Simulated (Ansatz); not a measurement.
## C, space group Fd-3m: a convergence test of the plane-wave cutoff

Computed with Ansatz 0.2.0, Python API.

`ecut.py`:
```python
# -*- coding: utf-8 -*-
"""Cutoff test for C."""

import warnings

import ansatz as az
import pandas as pd

params = {
    "functional": "pbe",
}


def main():
    warnings.simplefilter("ignore", az.DeckWarning)

    lattice = az.Lattice.of(
        [0.0, 1.78337, 1.78337],
        [1.78337, 0.0, 1.78337],
        [1.78337, 1.78337, 0.0],
    )
    sites = [
        ("C", [0.0, 0.0, 0.0]),
        ("C", [0.25, 0.25, 0.25]),
    ]
    material = az.Crystal(lattice=lattice)
    for symbol, position in sites:
        material = material.atom(symbol, position)

    setup = (
        material.calculation()
        .functional(params["functional"])
        .kpoints(10)  # sampling of the Brillouin zone
        .occupations(az.OccupationsMethod.FIXED)  # no smearing
        .stress()  # GPa
    )

    rows = []
    for value in [250, 300, 350, 400]:
        report = setup.basis(value).run().report
        rows.append((value, report["free_energy_ev"] / len(report["lattice"]["sites"]), report["n_iterations"], sum(report["stress_gpa"][i][i] for i in range(3)) / 3, report["n_pw"]))

    table = pd.DataFrame(rows, columns=["cutoff (eV)", "F/atom (eV)", "iterations", "P (GPa)", "plane waves"])
    print(table.round(5).to_string(index=False))

    # the last row is the reference
    for row in rows[:-1]:
        shift = 1000 * (row[1] - rows[-1][1])
        print(f"{row[0]}: {shift:+.2f} meV/atom" + ("  (within 2 meV)" if abs(shift) < 2 else ""))


if __name__ == "__main__":
    main()
```

```console
$ python ecut.py
 cutoff (eV)  F/atom (eV)  iterations  P (GPa)  plane waves
         250   -250.39845           6 16.06416          113
         300   -250.70608           6  1.32732          137
         350   -250.78126           6  0.87698          169
         400   -250.80407           6  1.63772          181
250: +405.62 meV/atom
300: +97.99 meV/atom
350: +22.81 meV/atom
```

What to keep in mind:
- Pressure is positive in compression.
- Shifts are counted from the last row, which is itself no proven limit.
- The script silences the warnings on its input, which a real study should read.
- Hardware and time: 2.2 s on 1 thread of Arm Neoverse V1, with other jobs on the host, peak memory 0.35 GiB.
